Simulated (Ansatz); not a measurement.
The system is NbTe.

```
Nb Te
1.0
     3.42570    0.00000    0.00000
     0.00000    3.42570    0.00000
     0.00000    0.00000    3.42570
Nb Te
1 1
Direct
  0.50000 0.50000 0.50000
  0.00000 0.00000 0.00000
```

The cell was built by a generator and needn't be a form met in nature.

Base run:

- Program: Ansatz 0.2.0
- Functional: LDA
- Potentials or basis: Ansatz PAW
- Cutoff: 420 eV (not typed: the program's choice for these potentials)
- k mesh: 8 × 8 × 8
- Occupations: fermi-dirac, width 0.05 eV
- Spin: no spin polarisation

Its results: band gap on the k mesh none (metal or under the smearing width); pressure -7.6 GPa.

Problem. The run is repeated on the same cell with these changes: hubbard terms from none to Nb d U = 2 eV; hubbard projectors from none to ortho-atomic (the default). What comes out?

Solution. Band gap on the k mesh none (metal or under the smearing width); pressure -6.6 GPa.

Caveats: the PAW data sets come from PBE, with cores solved anew for the run's functional, which leaves a small shift of forces and pressure; U without spin polarisation on a metal has little footing (some runs); the U is typed as a test and isn't derived for this compound (some runs).
